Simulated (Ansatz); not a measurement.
# Cd4N3: the cost of one run

Method: DFT PBE, scalar-relativistic, plane waves, PAW, in Ansatz 0.2.0.

1 further run of the same task is left out (it didn't finish).

## (1) The system as given

The structure is cubic, space group P-43m (No. 215). Conventional cell: a = 5.129 Å, b = 5.129 Å, c = 5.129 Å, α = 90.00°, β = 90.00°, γ = 90.00°. Around Cd (site symmetry 3m) lie 3 N at 2.32 Å. Around N (site symmetry -42m) lie 4 Cd at 2.32 Å.

Structure file:

```cif
data_structure
_symmetry_space_group_name_H-M 'P-43m'
_symmetry_Int_Tables_number 215
_cell_length_a 5.1294
_cell_length_b 5.1294
_cell_length_c 5.1294
_cell_angle_alpha 90.000
_cell_angle_beta 90.000
_cell_angle_gamma 90.000
_cell_volume 134.96
loop_
_atom_site_label
_atom_site_type_symbol
_atom_site_symmetry_multiplicity
_atom_site_Wyckoff_symbol
_atom_site_fract_x
_atom_site_fract_y
_atom_site_fract_z
_atom_site_occupancy
Cd1 Cd 4 e 0.72069 0.72069 0.72069 1
N1 N 3 d 0.00000 0.00000 0.50000 1
```

A structure generator made this guess: species swapped into a database cell of Ge3As4 (P-43m, No. 215), with N on the Ge sites and Cd on the As sites. Lengths come from tabulated atomic sizes and are only a guess.

## (2) A first look at the guess

input.yaml reads:

```yaml
crystal:
  lattice:
    - [5.12939758, 0.0, 0.0]
    - [0.0, 5.12939758, 0.0]
    - [0.0, 0.0, 5.12939758]
  atoms:
    - { symbol: Cd, position: [0.72068733, 0.72068733, 0.72068733] }
    - { symbol: Cd, position: [0.27931267, 0.27931267, 0.72068733] }
    - { symbol: Cd, position: [0.27931267, 0.72068733, 0.27931267] }
    - { symbol: Cd, position: [0.72068733, 0.27931267, 0.27931267] }
    - { symbol: "N", position: [0.0, 0.0, 0.5] }
    - { symbol: "N", position: [0.5, 0.0, 0.0] }
    - { symbol: "N", position: [0.0, 0.5, 0.0] }
basis:
  ecutwfc: 420
kpoints:
  mp_grid: { grid: [4, 4, 4] }
hamiltonian:
  xc: pbe
scf:
  occupations: { method: gaussian, width: 0.1 }
  lower_state_search: "off"
output:
  forces: true
  stress: true
  eigenvalues: true
```

Command:

```sh
$ ansatz run input.yaml --threads 1 --pin off --max-ram 2048MiB --backend cpu --events-out ev --progress --plain --runs-dir out
```

What time and memory should one allow on 1 thread of Arm Neoverse V2, shared host?

About 5 s, with a peak of 0.34 GiB.
